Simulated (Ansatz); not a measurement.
# CH10ClInOSi3: the cost of one run

Computed with Ansatz 0.2.0, Gaussian basis. Level: the settings change from run to run.

### Step 1. The geometry

The structure was relaxed beforehand with PBE0-D4 in a triple-zeta def2 set. In takes a core potential in def2 sets; no spin-orbit term is included.

SMILES `O[C@@H](Cl)[Si@H]([SiH3])[SiH2][InH2]`, 17 atoms, charge 0, spin multiplicity 1.

Atoms are counted from 1 here; the program's logs count them from 0.

Bond lengths: O1–C2 1.417 Å, O1–H8 0.966 Å, C2–Cl3 1.790 Å, C2–Si4 1.927 Å, C2–H9 1.091 Å, Si4–Si5 2.337 Å, Si4–Si6 2.342 Å, Si4–H10 1.494 Å, Si5–H11 1.487 Å, Si5–H12 1.488 Å, Si5–H13 1.486 Å, Si6–In7 2.586 Å, Si6–H14 1.491 Å, Si6–H15 1.489 Å, In7–H16 1.728 Å, In7–H17 1.723 Å. Angles: C2–O1–H8 108.7°, O1–C2–Cl3 109.8°, O1–C2–Si4 112.4°, O1–C2–H9 105.1°, Cl3–C2–Si4 111.5°, Cl3–C2–H9 105.7°, Si4–C2–H9 112.0°, C2–Si4–Si5 109.4°, C2–Si4–Si6 102.4°, C2–Si4–H10 103.2°, Si5–Si4–Si6 118.5°, Si5–Si4–H10 111.5°, Si6–Si4–H10 110.3°, Si4–Si5–H11 109.0°, Si4–Si5–H12 108.3°, Si4–Si5–H13 112.1°, H11–Si5–H12 108.8°, H11–Si5–H13 109.4° and more.

Geometry (Å):

```xyz
17
charge 0, multiplicity 1
O    -0.1836   -2.1503    0.0274
C     0.4331   -1.1435   -0.7572
Cl    0.4952   -1.6627   -2.4689
Si   -0.4346    0.5669   -0.5704
Si    0.6574    2.1423   -1.9067
Si   -0.4358    0.8805    1.7501
In   -0.3098   -1.6060    2.4509
H    -1.0883   -2.2765   -0.2862
H     1.4698   -1.1146   -0.4195
H    -1.8213    0.3011   -1.0591
H     0.0983    3.4903   -1.6220
H     2.1019    2.1373   -1.5497
H     0.5101    1.8439   -3.3547
H     0.7445    1.7160    2.1120
H    -1.6657    1.6323    2.1250
H    -1.7864   -2.4852    2.6296
H     1.2152   -2.2717    2.8993
```

### Step 2. revPBE0/def2-SVPD

Set apart from the defaults: a grid of angular degree 47.

in.yaml reads:

```yaml
crystal:
  periodic: [false, false, false]
  atoms:
    - {symbol: O, position_ang: [-0.183551, -2.150263, 0.027368]}
    - {symbol: C, position_ang: [0.433056, -1.143494, -0.757161]}
    - {symbol: Cl, position_ang: [0.495248, -1.662746, -2.468881]}
    - {symbol: Si, position_ang: [-0.434647, 0.566902, -0.570366]}
    - {symbol: Si, position_ang: [0.657410, 2.142313, -1.906688]}
    - {symbol: Si, position_ang: [-0.435783, 0.880474, 1.750093]}
    - {symbol: In, position_ang: [-0.309752, -1.606018, 2.450921]}
    - {symbol: H, position_ang: [-1.088257, -2.276483, -0.286249]}
    - {symbol: H, position_ang: [1.469798, -1.114629, -0.419470]}
    - {symbol: H, position_ang: [-1.821281, 0.301072, -1.059057]}
    - {symbol: H, position_ang: [0.098292, 3.490317, -1.621956]}
    - {symbol: H, position_ang: [2.101867, 2.137290, -1.549733]}
    - {symbol: H, position_ang: [0.510095, 1.843920, -3.354672]}
    - {symbol: H, position_ang: [0.744498, 1.715996, 2.112026]}
    - {symbol: H, position_ang: [-1.665730, 1.632259, 2.124972]}
    - {symbol: H, position_ang: [-1.786413, -2.485197, 2.629550]}
    - {symbol: H, position_ang: [1.215168, -2.271691, 2.899294]}
basis:
  gaussian: {orbitals: def2-SVPD, final_grid: {core_spheres: 20, valence_spheres: 16, degree: 47}}
hamiltonian: {xc: {name: revPBE0}}
output: {forces: true}
```

Command:

```
> ansatz run in.yaml --threads 2 --pin off --events-out ev --progress --plain --max-ram 32768MiB --backend cpu
```

Q: Estimate wall time and peak memory on 2 threads of AMD EPYC 7R13, shared host.

About 23 s, with a peak of 1.3 GiB.
